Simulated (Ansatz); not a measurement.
Relaxation of a periodic cell of 17 atoms, Li16B (host Li, host structure bcc, interstitial B), to a largest force component of 0.03 eV/Å in at most 60 steps.

These are results of DFT PBE, scalar-relativistic, plane waves, PAW in Ansatz 0.2.0, not measurements. Settings: cutoff 420 eV, k mesh 3x3x3, fermi-dirac smearing 0.15 eV, no spin polarisation.

```xyz
17
Lattice="6.9800 0.0000 0.0000 0.0000 6.9800 0.0000 0.0000 0.0000 6.9800" Properties=species:S:1:pos:R:3:forces:R:3
Li 0.000 0.000 0.000 0.00 0.11 0.31
Li 3.490 0.000 0.000 0.00 -0.02 -0.04
Li 0.000 3.490 0.000 0.00 -0.11 0.30
Li 0.000 0.000 3.490 0.02 -1.13 0.61
Li 1.745 1.745 1.745 0.63 0.01 -0.38
Li 3.490 3.490 0.000 0.00 0.03 -0.04
Li 3.490 0.000 3.490 0.01 0.01 -0.02
Li 5.235 1.745 1.745 -1.00 0.01 -0.59
Li 0.000 3.490 3.490 0.02 0.90 0.49
Li 1.745 5.235 1.745 0.00 0.01 0.02
Li 1.745 1.745 5.235 -0.13 0.00 -0.31
Li 3.490 3.490 3.490 0.01 0.00 -0.02
Li 5.235 5.235 1.745 0.01 0.01 0.02
Li 5.235 1.745 5.235 0.13 0.00 -0.33
Li 1.745 5.235 5.235 0.03 0.00 0.04
Li 5.235 5.235 5.235 -0.02 0.00 0.04
B -0.039 1.725 2.651 0.31 0.20 -0.10
```

Task: Where does it end, and by what steps?

Result: The forces met the threshold. Limits of this set-up: coarse k mesh, odd electron count without spin, a small cell, in which the defect meets its images, a typed lattice constant that wasn't relaxed here. After 5 steps the energy has fallen by 0.983 eV; Li3 moved furthest, 0.61 Å. Joined: Li1–Li3 (3.49 → 2.87 Å), Li1–Li4 (3.49 → 2.93 Å), Li1–B17 (3.16 → 2.53 Å), Li3–Li9 (3.49 → 2.93 Å), Li3–B17 (3.19 → 2.53 Å), Li4–Li9 (3.49 → 2.90 Å).

| step | energy less start (eV) | largest force component (eV/Å) | accepted |
| --- | --- | --- | --- |
| 0 | 0.0000 | 1.125 | yes |
| 1 | -0.5077 | 0.553 | yes |
| 2 | -0.7852 | 0.132 | yes |
| 3 | -0.9422 | 0.113 | yes |
| 4 | -0.9815 | 0.040 | yes |
| 5 | -0.9825 | 0.002 | yes |

```xyz
17
Lattice="6.9800 0.0000 0.0000 0.0000 6.9800 0.0000 0.0000 0.0000 6.9800" Properties=species:S:1:pos:R:3
Li -0.003 0.310 0.530
Li 3.488 0.189 -0.280
Li -0.003 3.178 0.529
Li -0.002 -0.296 3.392
Li 2.037 1.744 1.847
Li 3.488 3.299 -0.280
Li 3.488 -0.198 3.636
Li 4.938 1.744 1.847
Li -0.002 3.783 3.392
Li 1.939 5.234 1.603
Li 1.432 1.744 4.710
Li 3.488 3.685 3.636
Li 5.036 5.234 1.603
Li 5.544 1.744 4.709
Li 1.553 5.234 5.519
Li 5.423 5.234 5.520
B -0.003 1.743 2.619
```

Whether the end is a true minimum wasn't checked by a vibrational analysis.

The run took 33 s on 2 threads of Intel(R) Xeon(R) Platinum 8488C (Sapphire Rapids), on a shared host, peak memory 0.64 GiB.
